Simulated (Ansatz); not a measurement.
# Zr2H3Pd: the cost of one run

Program: the Python package of Ansatz 0.2.0. Level of theory: DFT PBEsol, plane waves, PAW. These are calculated values, not measurements.

## 1. Starting point

The structure is tetragonal, space group I4/mmm (No. 139). Conventional cell: a = 3.207 Å, b = 3.207 Å, c = 13.400 Å, α = 90.00°, β = 90.00°, γ = 90.00°. Zr (site symmetry 4mm) is surrounded by 5 H at 1.97 to 2.12 Å. Around H (site symmetry 4/mmm) lie 2 Zr at 1.97 Å and 4 Pd at 2.27 Å. H (site symmetry -4m2) has 4 Zr at 2.12 Å in its first shell of neighbours. Pd (site symmetry 4/mmm) is surrounded by 4 H at 2.27 Å.

No structure file is read: the coordinates are typed or built in the script.

## 2. The script

Contents of zr2h3pd_kconv.py:

```python
# -*- coding: utf-8 -*-
import csv

import ansatz as az

FILLING = "cold"
WIDTH_EV = 0.05
XC = "pbesol"

lattice = az.Lattice.of(
    (-1.603393, 1.603393, 6.70001),
    (1.603393, -1.603393, 6.70001),
    (1.603393, 1.603393, -6.70001),
)
sites = [
    ("Zr", (0.647062, 0.647062, 0.0)),
    ("Zr", (0.352938, 0.352938, 0.0)),
    ("H", (0.5, 0.5, 0.0)),
    ("H", (0.75, 0.25, 0.5)),
    ("H", (0.25, 0.75, 0.5)),
    ("Pd", (0.0, 0.0, 0.0)),
]
crystal = az.Crystal(lattice=lattice)
for symbol, position in sites:
    crystal = crystal.atom(symbol, position)

model = (
    crystal.calculation()
    .occupations(FILLING, width=WIDTH_EV)
    .functional(XC)
)

rows = []
for value in [(3, 3, 3), (4, 4, 4), (6, 6, 6), (8, 8, 8), (10, 10, 10), (12, 12, 12)]:
    report = model.kpoints(mesh=value).run().report
    rows.append((value, report["free_energy_ev"] / len(report["lattice"]["sites"]), report["n_iterations"], report["n_kpoints"]))

with open("kconv.csv", "w", newline="") as handle:
    writer = csv.writer(handle)
    writer.writerow(["mesh", "F/atom (eV)", "iterations", "k-points"])
    writer.writerows([round(v, 5) if isinstance(v, float) else v for v in row] for row in rows)

for row in rows[:-1]:
    shift = 1000 * (row[1] - rows[-1][1])
    print(f"{row[0]}: {shift:+.2f} meV/atom" + ("  (within 2 meV)" if abs(shift) < 2 else ""))
```

## 3. The input behind the calls

The engine receives this input (first run):

```yaml
crystal:
  lattice:
    - [-1.603393, 1.603393, 6.70001]
    - [1.603393, -1.603393, 6.70001]
    - [1.603393, 1.603393, -6.70001]
  atoms:
    - { symbol: Zr, position: [0.647062, 0.647062, 0.0] }
    - { symbol: Zr, position: [0.352938, 0.352938, 0.0] }
    - { symbol: H, position: [0.5, 0.5, 0.0] }
    - { symbol: H, position: [0.75, 0.25, 0.5] }
    - { symbol: H, position: [0.25, 0.75, 0.5] }
    - { symbol: Pd, position: [0.0, 0.0, 0.0] }
kpoints:
  mp_grid:
    grid: [3, 3, 3]
hamiltonian:
  xc: pbesol
scf:
  occupations:
    method: cold
    width: 0.05
```

## 4. Running it

Launch:

```bash
python zr2h3pd_kconv.py
```

**Question.** How long does this script take on 1 thread of Arm Neoverse V2, shared host, and how much memory does it need?

About 22 s, with a peak of 0.56 GiB.
